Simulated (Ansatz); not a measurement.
# Cl2Ge2H4: the cost of one run

Program: Ansatz 0.2.0. Level of theory: RKS B3LYP/def2-SVP. These are calculated values, not measurements.

### 1 The structure to begin with

Bond lengths: Ge1–Ge2 2.400 Å, Ge2–H3 1.550 Å, Ge2–H4 1.550 Å, Ge2–H5 1.550 Å, Ge1–Cl6 2.220 Å, Ge1–Cl7 2.218 Å, Ge1–H8 1.549 Å. Angles: Ge1–Ge2–H3 109.5°, Ge1–Ge2–H4 109.5°, Ge1–Ge2–H5 109.5°, H3–Ge2–H4 109.4°, H3–Ge2–H5 109.4°, H4–Ge2–H5 109.4°, Ge2–Ge1–Cl6 109.5°, Ge2–Ge1–Cl7 109.5°, Ge2–Ge1–H8 109.5°, Cl6–Ge1–Cl7 109.5°, Cl6–Ge1–H8 109.5°, Cl7–Ge1–H8 109.5°.

Coordinates:

```xyz
8

Ge    0.0000    0.0000    0.0000
Ge    0.0000    0.0000    2.4000
H    -1.3958   -0.4318    2.9174
H     1.0719   -0.9929    2.9174
H     0.3240    1.4247    2.9174
Cl    2.0935    0.0000   -0.7393
Cl   -1.0456    1.8115   -0.7393
H    -0.7300   -1.2648   -0.5162
```

### 2 Relaxing the start

File input.yaml:

```yaml
crystal:
  periodic: [false, false, false]
  atoms:
    - { symbol: Ge, position_ang: [0.0, 0.0, 0.0] }
    - { symbol: Ge, position_ang: [0.0, 0.0, 2.4] }
    - { symbol: H, position_ang: [-1.3958, -0.4318, 2.9174] }
    - { symbol: H, position_ang: [1.0719, -0.9929, 2.9174] }
    - { symbol: H, position_ang: [0.324, 1.4247, 2.9174] }
    - { symbol: Cl, position_ang: [2.0935, 0.0, -0.7393] }
    - { symbol: Cl, position_ang: [-1.0456, 1.8115, -0.7393] }
    - { symbol: H, position_ang: [-0.73, -1.2648, -0.5162] }
basis:
  gaussian: { orbitals: def2-SVP }
hamiltonian:
  xc: b3lyp
relax:
  f_tol: 0.02
  max_steps: 40
```

The run is started by

```console
> ansatz run input.yaml --threads 2 --pin off --max-ram 3072MiB --backend cpu --events-out ev --progress --plain --runs-dir out
```

**Question.** How long does this run take on 2 threads of Arm Neoverse V2, shared host, and how much memory does it need?

About 31 s, with a peak of 0.34 GiB.
